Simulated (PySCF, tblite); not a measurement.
# C₆H₁₁N₂P: geometry, infrared bands and NMR shifts

Wanted: the infrared bands and NMR shifts of C₆H₁₁N₂P (`CC(C)(C)c1n[nH]cp1`), by calculation.

Computed with tblite 0.8.0 and PySCF 2.14.0, with density-fitted response routines of our own, on a single molecule in the gas phase. Atoms are numbered from 0 throughout.

## Step 1: Starting geometry

20 atoms, charge 0, multiplicity 1; geometry from: force field or distance geometry start.

Bonds of the start (Å): C0–C1 1.55, C1–C2 1.54, C1–C3 1.55, C1–C4 1.53, C4–N5 1.35, N5–N6 1.36, N6–C7 1.37, C7–P8 1.83, P8–C4 1.88, C0–H9 1.10, C0–H10 1.11, C0–H11 1.09, C2–H12 1.09, C2–H13 1.10, C2–H14 1.08, C3–H15 1.07, C3–H16 1.10, C3–H17 1.10, N6–H18 1.01, C7–H19 1.08.

## Step 2: Optimising the geometry with GFN2-xTB

The job: settings as JSON, then the geometry in Å.

```
{"job": {"kind": "relax", "xc": "GFN2-xTB", "basis": "xTB"}, "charge": 0, "multiplicity": 1}
C     -1.146000    -0.691700     1.425200
C     -0.714100    -0.224500     0.011700
C     -1.013500    -1.347400    -0.995800
C     -1.584900     1.000100    -0.364500
C      0.778000     0.120100     0.015100
N      1.183600     1.366900    -0.309100
N      2.538500     1.438100    -0.255000
C      3.200200     0.294800     0.097900
P      2.109400    -1.136700     0.419900
H     -0.929600     0.070300     2.186600
H     -2.237300    -0.878100     1.456000
H     -0.662500    -1.620100     1.732300
H     -0.702700    -1.058500    -1.997000
H     -2.094200    -1.552000    -1.044000
H     -0.527400    -2.276800    -0.742700
H     -1.349300     1.361800    -1.349000
H     -1.438400     1.825200     0.349900
H     -2.651500     0.731200    -0.344900
H      2.960800     2.332300    -0.463700
H      4.275900     0.255700     0.168100
```

Run with:

```
> OMP_NUM_THREADS=1 python probes_run.py task.json out
```

This one command runs all jobs of the session in turn.

What it wrote:

```text
step      E/eV     max force
  0    -728.94512    4.341
  1    -729.29318    2.029
  2    -729.37917    0.931
  3    -729.40013    0.403
  4    -729.41405    0.414
  5    -729.42685    0.633
  6    -729.44062    0.554
  7    -729.44890    0.270
  8    -729.45442    0.273
  9    -729.45829    0.208
 10    -729.46074    0.161
 11    -729.46224    0.115
 12    -729.46398    0.160
 13    -729.46661    0.224
 14    -729.46959    0.257
 15    -729.47156    0.156
 16    -729.47240    0.063
 17    -729.47284    0.056
 18    -729.47318    0.056
 19    -729.47340    0.040
 20    -729.47353    0.035
 21    -729.47363    0.033
 22    -729.47375    0.037
 23    -729.47387    0.026
 24    -729.47397    0.019
 25    -729.47405    0.021
 26    -729.47414    0.029
 27    -729.47424    0.033
 28    -729.47437    0.038
 29    -729.47457    0.038
 30    -729.47489    0.075
 31    -729.47530    0.090
 32    -729.47563    0.060
 33    -729.47577    0.019
 34    -729.47581    0.017
 35    -729.47584    0.020
 36    -729.47586    0.017
 37    -729.47587    0.007
```

Run time: 0.29 s. Hardware: 1 thread of Arm Neoverse V1, shared host.

The steps of the relaxation: (not every step is listed)

```tsv
step	energy from step 0 (eV)	largest force (eV/Å)
0	0.0000	4.3411
1	-0.3481	2.0290
2	-0.4341	0.9314
3	-0.4550	0.4029
4	-0.4689	0.4141
5	-0.4817	0.6330
6	-0.4955	0.5536
7	-0.5038	0.2704
8	-0.5093	0.2731
10	-0.5156	0.1605
12	-0.5189	0.1605
14	-0.5245	0.2569
16	-0.5273	0.0626
18	-0.5281	0.0555
20	-0.5284	0.0352
22	-0.5286	0.0366
24	-0.5289	0.0189
26	-0.5290	0.0292
28	-0.5293	0.0382
30	-0.5298	0.0755
32	-0.5305	0.0603
33	-0.5307	0.0194
34	-0.5307	0.0168
35	-0.5307	0.0202
36	-0.5307	0.0168
37	-0.5308	0.0071
```

Close pairs (by a distance rule), those that changed most:

```tsv
bond	before (Å)	after (Å)	change (Å)
C7–P8	1.828	1.718	-0.110
C4–P8	1.875	1.780	-0.095
C4–N5	1.351	1.306	-0.044
N5–N6	1.358	1.322	-0.036
C1–C4	1.531	1.503	-0.029
N6–C7	1.367	1.346	-0.021
C1–C3	1.549	1.529	-0.020
C0–H10	1.108	1.088	-0.020
```

The final coordinates are the input of the step that follows.

## Step 3: Infrared spectrum with GFN2-xTB

The job: settings as JSON, then the geometry in Å.

```
{"job": {"kind": "ir", "xc": "GFN2-xTB", "basis": "xTB"}, "charge": 0, "multiplicity": 1}
C     -1.125176    -0.684196     1.419910
C     -0.743671    -0.206310     0.015178
C     -0.992648    -1.333510    -0.992021
C     -1.569763     1.023269    -0.361767
C      0.722374     0.123370     0.006214
N      1.150843     1.320221    -0.294497
N      2.470259     1.372071    -0.235943
C      3.104991     0.235251     0.107009
P      2.002672    -1.050907     0.394362
H     -0.942829     0.101347     2.150485
H     -2.178246    -0.954405     1.454254
H     -0.532414    -1.555987     1.694191
H     -0.714928    -1.014019    -1.994476
H     -2.043616    -1.613957    -0.994190
H     -0.398741    -2.208453    -0.730612
H     -1.295358     1.373262    -1.352914
H     -1.389180     1.830193     0.342702
H     -2.629315     0.777238    -0.354084
H      2.921388     2.251435    -0.446890
H      4.178210     0.224764     0.170055
```

What it wrote:

```text
mode    cm-1     km/mol
  1      19.0      0.82
  2     136.7      2.36
  3     174.1      1.60
  4     190.8      0.24
  5     243.2      0.27
  6     246.5      0.16
  7     302.9      0.25
  8     305.3      1.62
  9     318.5      0.69
 10     385.5      0.15
 11     439.9      0.51
 12     496.3      1.16
 13     551.0      1.94
 14     582.0     55.40
 15     624.2     28.40
 16     683.1      3.94
 17     738.5      1.33
 18     776.2      6.32
 19     868.7      0.92
 20     926.8      0.10
 21     962.2      1.21
 22     965.2      0.20
 23     965.7      0.88
 24    1030.1     11.69
 25    1031.6      0.19
 26    1062.4     36.17
 27    1114.3     57.92
 28    1179.4     28.74
 29    1230.0     10.64
 30    1244.4      4.58
 31    1269.0     31.62
 32    1300.8     24.90
 33    1373.7      6.78
 34    1397.6      4.51
 35    1400.7      6.72
 36    1421.8      1.37
 37    1479.6      0.04
 38    1488.1      0.12
 39    1489.0      4.75
 40    1492.3      8.35
 41    1493.8      2.39
 42    1498.8      8.27
 43    1512.9      7.54
 44    3009.4      1.69
 45    3014.2     60.17
 46    3024.3      7.35
 47    3027.0      6.63
 48    3029.2     29.75
 49    3030.5     25.40
 50    3033.8    107.80
 51    3048.6     44.89
 52    3055.1     18.39
 53    3119.7      9.54
 54    3400.9     13.75
```

Run time: 0.82 s. Hardware: 1 thread of Arm Neoverse V1, shared host.

The strongest bands and the atoms that carry them (share of the mass-weighted mode):

```tsv
cm⁻¹	km/mol	atoms
582	55.4	H18 70 %, C4 14 %
1062	36.2	C4 22 %, H19 14 %, C7 11 %
1114	57.9	H19 24 %, N5 24 %, C4 22 %, C7 11 %
1269	31.6	C7 27 %, H19 19 %, N6 15 %, C1 12 %
3014	60.2	H14 46 %, H11 43 %
3029	29.8	H12 44 %, H9 41 %
3034	107.8	H17 30 %, H10 30 %, H13 27 %
3049	44.9	H15 48 %, H16 40 %
```

## Step 4: Shielding tensors: PBE0/pcSseg-1

Same as in step 3 but for these lines:

```diff
@@ -1,2 +1,2 @@
-{"job": {"kind": "ir", "xc": "GFN2-xTB", "basis": "xTB"}, "charge": 0, "multiplicity": 1}
+{"job": {"kind": "nmr", "xc": "PBE0", "basis": "pcSseg-1"}, "charge": 0, "multiplicity": 1}
 C     -1.125176    -0.684196     1.419910
```

Method: GIAO PBE0/pcSseg-1 NMR shielding, non-relativistic, gas phase.

What it wrote:

```text
coarse grid: 17088 points
cycle   1  E = -685.3957006232  dE =  1.399e+00  |g| = 4.879e-01  |ddm| = 4.161e+00
cycle   2  E = -685.3511337497  dE =  4.457e-02  |g| = 6.625e-01  |ddm| = 1.114e+00
cycle   3  E = -685.4547129579  dE = -1.036e-01  |g| = 1.567e-01  |ddm| = 6.914e-01
cycle   4  E = -685.4599362497  dE = -5.223e-03  |g| = 4.995e-02  |ddm| = 1.741e-01
cycle   5  E = -685.4605549967  dE = -6.187e-04  |g| = 1.259e-02  |ddm| = 6.012e-02
cycle   6  E = -685.4605924308  dE = -3.743e-05  |g| = 3.880e-03  |ddm| = 1.605e-02
cycle   7  E = -685.4605953481  dE = -2.917e-06  |g| = 1.194e-03  |ddm| = 4.343e-03
final grid: 160256 points
cycle   8  E = -685.5128324626  dE = -5.819e-05  |g| = 1.063e-02  |ddm| = 5.315e-02
cycle   9  E = -685.5128016467  dE =  3.082e-05  |g| = 1.495e-02  |ddm| = 2.523e-02
cycle  10  E = -685.5128607673  dE = -5.912e-05  |g| = 2.373e-03  |ddm| = 1.756e-02
cycle  11  E = -685.5128622725  dE = -1.505e-06  |g| = 5.476e-04  |ddm| = 2.988e-03
cycle  12  E = -685.5128623297  dE = -5.725e-08  |g| = 2.216e-04  |ddm| = 7.080e-04
cycle  13  E = -685.5128623409  dE = -1.118e-08  |g| = 5.561e-05  |ddm| = 2.201e-04
cycle  14  E = -685.5128623416  dE = -7.183e-10  |g| = 1.644e-05  |ddm| = 7.223e-05
converged SCF energy = -685.5128623416

GIAO shielding tensors (ppm)
atom      isotropic    diamagn.    paramagn.     s11        s22        s33       span
  0 C      148.684     247.633     -98.949    124.961    141.726    179.365     54.404
  1 C      149.232     241.722     -92.490    136.270    151.606    159.819     23.549
  2 C      148.618     247.650     -99.032    124.870    141.662    179.322     54.451
  3 C      157.682     246.571     -88.889    145.705    146.342    180.998     35.293
  4 C      -10.554     258.742    -269.296   -113.172    -24.984    106.495    219.666
  5 N      -86.348     326.487    -412.835   -347.801    -82.386    171.143    518.944
  6 N       40.336     328.848    -288.512    -49.627     57.436    113.198    162.825
  7 C       23.143     261.284    -238.142   -113.410     46.958    135.880    249.290
  8 P      220.262     968.314    -748.052     81.155    100.829    478.803    397.647
  9 H       30.368      30.979      -0.611     27.138     27.967     35.998      8.860
 10 H       30.381      31.048      -0.667     26.454     27.929     36.759     10.305
 11 H       29.948      30.875      -0.927     25.337     29.602     34.904      9.568
 12 H       30.367      30.982      -0.616     27.136     27.973     35.991      8.855
 13 H       30.379      31.051      -0.672     26.455     27.925     36.758     10.303
 14 H       29.949      30.879      -0.930     25.340     29.607     34.902      9.562
 15 H       29.951      31.409      -1.458     25.784     27.779     36.289     10.506
 16 H       29.958      31.410      -1.452     25.798     27.776     36.299     10.501
 17 H       30.722      31.010      -0.288     26.471     29.098     36.598     10.126
 18 H       21.752      31.353      -9.601     14.705     22.885     27.665     12.960
 19 H       22.972      29.470      -6.498     21.371     21.466     26.079      4.709
```

It took 43 s on 1 thread of Arm Neoverse V1, shared host; peak memory 1 GiB.

The references, computed at this level on geometries of the same kind, shield at (ppm): 1H TMS 31.72, 13C TMS 186.9, 15N NH3 267.7, 31P H3PO4 318.4. Their shielding less the atom's gives the shift. The references are single molecules in the gas phase, so shifts against H2O, NH3, PH3, H3PO4 or CFCl3 are not on the usual liquid scales and can be off by tens of ppm. Atoms listed in one row are averaged.

```tsv
atoms	environment	σ (ppm)	δ (ppm)	δ scaled to CDCl3
C4	substituted aromatic carbon next to a ring nitrogen	-10.6	197.5	190.8
C7	aromatic CH next to a ring nitrogen	23.1	163.8	157.9
C1	quaternary sp3 carbon on an aromatic ring	149.2	37.7	34.9
C0, C2, C3	methyl carbon	151.7	35.3	32.5
H18	hydrogen on a pyrrole-type ring nitrogen	21.75	9.97	–
H19	hydrogen on an aromatic CH next to a ring nitrogen	22.97	8.74	8.35
H9, H10, H11, H12, H13 and 4 more	hydrogen on a methyl carbon	30.22	1.49	1.51
N5	pyridine-type nitrogen of an azole	-86.3	354.1	–
N6	pyrrole-type ring nitrogen	40.3	227.4	–
P8	phosphorus bonded to 2 C, in a 5-membered ring	220.3	98.1	–
```

The scaled column applies a straight-line fit of computed shieldings to shifts measured in CDCl3 (root-mean-square error 0.16 ppm for H, 1.9 ppm for C).

Charges from the same density, by scheme (e):

```tsv
atoms	Mulliken	IAO	Hirshfeld	ESP fit
C0, C2, C3	-0.13	-0.41	-0.12	-0.55
C1	-0.61	0.05	0.02	0.58
C4	-0.05	-0.10	-0.01	0.30
N5	-0.25	-0.23	-0.12	-0.45
N6	-0.16	-0.09	-0.01	-0.08
C7	-0.16	-0.32	-0.07	-0.12
P8	0.31	0.20	0.02	-0.24
```

Mayer bond orders: C0–C1 1.02, C1–C2 1.02, C1–C3 1.06, C1–C4 0.88, C4–N5 1.59, N5–N6 1.19, N6–C7 1.22, C7–P8 1.42, P8–C4 1.19.

Ring of atoms C4, N5, N6, C7, P8: NICS(0) -13.0, NICS(1) -12.4, NICS(1)zz -29.4 ppm (means of both faces).

## Step 5: Summary of results

| quantity | value |
| --- | --- |
| strongest single infrared mode (GFN2-xTB) | 3034 cm⁻¹, 108 km/mol |
| zero-point energy (GFN2-xTB) | 103.2 kcal/mol |
| 13C shifts against TMS (PBE0/pcSseg-1, means over atoms taken as alike) | 197.5, 163.8, 37.7, 35.3 ppm |
| 1H shifts against TMS (PBE0/pcSseg-1, means over atoms taken as alike) | 9.97, 8.74, 1.49 ppm |
| 15N shifts against NH3 (PBE0/pcSseg-1) | 354.1, 227.4 ppm |
| 31P shifts against H3PO4 (PBE0/pcSseg-1) | 98.1 ppm |

Relaxing lowered the energy by 0.531 eV in 37 steps; the close pair that moved most is C7–P8, from 1.828 to 1.718 Å. No mode is imaginary among the 54: a minimum at this level. Unscaled tight-binding wavenumbers are off by several per cent, some by more. Its intensities can rank the bands wrongly. At PBE0/pcSseg-1: The largest span, 519 ppm, is at N5, where the paramagnetic term is -413 ppm. NICS(1)zz of -29 ppm above the planar ring from C4 marks a diatropic (aromatic) ring current.
